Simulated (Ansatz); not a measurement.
# NaHf3NbBi3: the cost of one run

Method: DFT PBE, scalar-relativistic, plane waves, PAW, unless a step names another level, in Ansatz 0.2.0.

2 further runs of the same task are left out: 1 that didn't finish, 1 set aside as unsound or not needed.

## (1) The structure to begin with

It takes space group R-3m (No. 166, trigonal). The conventional cell has a = 6.765 Å, b = 6.765 Å, c = 14.442 Å, α = 90.00°, β = 90.00°, γ = 120.00°. Na (site symmetry -3m) is surrounded by 6 Bi at 3.10 Å and 6 Hf at 3.38 Å. Around Hf (site symmetry 2/m) lie 2 Nb at 3.10 Å and 4 Bi at 3.10 Å and 4 Hf at 3.38 Å and 2 Na at 3.38 Å. Nb (site symmetry -3m) has 6 Hf at 3.10 Å and 6 Bi at 3.38 Å as nearest neighbours. Bi (site symmetry 2/m) has 4 Hf at 3.10 Å and 2 Na at 3.10 Å and 4 Bi at 3.38 Å and 2 Nb at 3.38 Å as nearest neighbours.

Coordinates:

```cif
data_structure
_symmetry_space_group_name_H-M 'R-3m:H'
_symmetry_Int_Tables_number 166
_cell_length_a 6.7653
_cell_length_b 6.7653
_cell_length_c 14.4418
_cell_angle_alpha 90.000
_cell_angle_beta 90.000
_cell_angle_gamma 120.000
_cell_volume 572.43
loop_
_atom_site_label
_atom_site_type_symbol
_atom_site_symmetry_multiplicity
_atom_site_Wyckoff_symbol
_atom_site_fract_x
_atom_site_fract_y
_atom_site_fract_z
_atom_site_occupancy
Na1 Na 3 a 0.00000 0.00000 0.00000 1
Hf1 Hf 9 e 0.16667 0.33333 0.33333 1
Nb1 Nb 3 b 0.33333 0.66667 0.16667 1
Bi1 Bi 9 d 0.16667 0.33333 0.83333 1
```

It came out lowest among 16 distinct ends of the trial cells. At a tolerance of 0.05 Å it has space group R-3m (No. 166).

## (2) Relaxing to 0.001 eV/Å, on the response runs' mesh and smearing

Input file input.yaml:

```yaml
crystal:
  lattice:
    - [3.3826502845, 1.9529740523, 4.8139169357]
    - [-3.3826502845, 1.9529740523, 4.8139169357]
    - [0.0, -3.9059481046, 4.8139169357]
  atoms:
    - { symbol: Na, position: [0.0, 0.0, 0.0] }
    - { symbol: Hf, position: [0.5, 0.5, 0.0] }
    - { symbol: Hf, position: [0.0, 0.5, 0.5] }
    - { symbol: Hf, position: [0.5, 0.0, 0.5] }
    - { symbol: Nb, position: [0.5, 0.5, 0.5] }
    - { symbol: Bi, position: [0.0, 0.0, 0.5] }
    - { symbol: Bi, position: [0.5, 0.0, 0.0] }
    - { symbol: Bi, position: [0.0, 0.5, 0.0] }
basis:
  ecutwfc: 420
kpoints:
  mp_grid: { grid: [6, 6, 6] }
hamiltonian:
  xc: pbe
scf:
  occupations: { method: gaussian, width: 0.1 }
output:
  forces: true
  stress: true
  eigenvalues: true
  write_density: true
  write_potential: true
  elf: true
  volumetric_format: npy
relax:
  adjacent_minimum: "off"
  f_tol: 0.001
  max_steps: 60
  cell: { stress_tol: 0.01 }
```

On the command line:

```
$ ansatz run input.yaml --threads 3 --pin off --max-ram 7680MiB --backend cpu --events-out ev --progress --plain --runs-dir out
```

**Question.** How long does this run take on 3 threads of Arm Neoverse V1, shared host, and how much memory does it need?

About 34 s, with a peak of 0.88 GiB.
